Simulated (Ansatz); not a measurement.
**CH5FOSi2: basis-set convergence**

Aim: see how fast density functionals converge with the basis set for CH5FOSi2.

The runs use Ansatz 0.2.0, Gaussian basis; one geometry, several basis sets.

Plan: PBE0-D4/def2-SVP; ωB97M-V/def2-SVP; PBE0-D4/def2-QZVPP; ωB97M-V/def2-QZVPP; the functionals' def2-TZVPP values are taken from earlier runs.

### 1 The relaxed structure

An earlier PBE0-D4/def2-TZVP relaxation fixed the geometry.

SMILES `F[Si@@H]1O[C@H]1[SiH3]`, 10 atoms, charge 0, spin multiplicity 1.

Atoms are counted from 1 here; the program's logs count them from 0.

Bond lengths: F1–Si2 1.583 Å, Si2–O3 1.633 Å, Si2–C4 1.795 Å, Si2–H6 1.469 Å, O3–C4 1.530 Å, C4–Si5 1.867 Å, C4–H7 1.091 Å, Si5–H8 1.486 Å, Si5–H9 1.487 Å, Si5–H10 1.486 Å. Angles: F1–Si2–O3 117.9°, F1–Si2–C4 121.6°, F1–Si2–H6 107.7°, O3–Si2–C4 52.8°, O3–Si2–H6 119.4°, C4–Si2–H6 127.0°, Si2–O3–C4 69.1°, Si2–C4–O3 58.2°, Si2–C4–Si5 125.3°, Si2–C4–H7 116.4°, O3–C4–Si5 113.5°, O3–C4–H7 110.3°, Si5–C4–H7 116.4°, C4–Si5–H8 111.2°, C4–Si5–H9 108.4°, C4–Si5–H10 109.2°, H8–Si5–H9 109.4°, H8–Si5–H10 109.1° and more.

Geometry (Å):

| atom | x (Å) | y (Å) | z (Å) |
| --- | --- | --- | --- |
| F1 | -2.5266 | 0.4811 | -1.6946 |
| Si2 | -1.1427 | 0.7480 | -0.9732 |
| O3 | 0.1857 | 0.0126 | -1.5735 |
| C4 | -0.2039 | -0.5827 | -0.2187 |
| Si5 | 1.1084 | -0.3702 | 1.0925 |
| H6 | -1.0842 | 2.1759 | -0.6330 |
| H7 | -0.6024 | -1.5904 | -0.3477 |
| H8 | 2.3495 | -1.1045 | 0.7344 |
| H9 | 0.5757 | -0.8958 | 2.3778 |
| H10 | 1.4236 | 1.0749 | 1.2390 |

### 2 PBE0-D4 in def2-SVP

in.yaml reads:

```yaml
crystal:
  periodic: [false, false, false]
  atoms:
    - {symbol: F, position_ang: [-2.526602, 0.481051, -1.694628]}
    - {symbol: Si, position_ang: [-1.142744, 0.747989, -0.973208]}
    - {symbol: O, position_ang: [0.185742, 0.012594, -1.573538]}
    - {symbol: C, position_ang: [-0.203913, -0.582706, -0.218673]}
    - {symbol: Si, position_ang: [1.108402, -0.370226, 1.092501]}
    - {symbol: H, position_ang: [-1.084226, 2.175865, -0.632955]}
    - {symbol: H, position_ang: [-0.602369, -1.590380, -0.347711]}
    - {symbol: H, position_ang: [2.349512, -1.104479, 0.734408]}
    - {symbol: H, position_ang: [0.575664, -0.895821, 2.377845]}
    - {symbol: H, position_ang: [1.423634, 1.074913, 1.238959]}
basis:
  gaussian: {orbitals: def2-SVP}
hamiltonian: {xc: pbe0, dispersion: d4}
output: {orbitals: {seedname: orbitals}}
```

Started as:

```
> ansatz run in.yaml --threads 4 --pin off --events-out ev --progress --plain --max-ram 10444MiB
```

After this run come: ωB97M-V in def2-SVP; PBE0-D4 in def2-QZVPP; ωB97M-V in def2-QZVPP.

Q: Predict the results of all the runs planned. Wanted: PBE0-D4: double and triple zeta above quadruple; ωB97M-V: double and triple zeta above quadruple.

The runs gave:

```
                                       quantity           value
PBE0-D4: double and triple zeta above quadruple  13.95, 0.88 eV
ωB97M-V: double and triple zeta above quadruple  14.09, 0.82 eV
```

**Reading.** For PBE0-D4 the step from double to triple zeta gains 13.07 eV and the next only 0.88 eV. Total energies overstate the basis error of differences, where much of it tends to cancel. The LUMO of ωB97M-V is positive and keeps falling with the basis (2.16 to 1.10 eV): an unbound level that the basis holds in place.
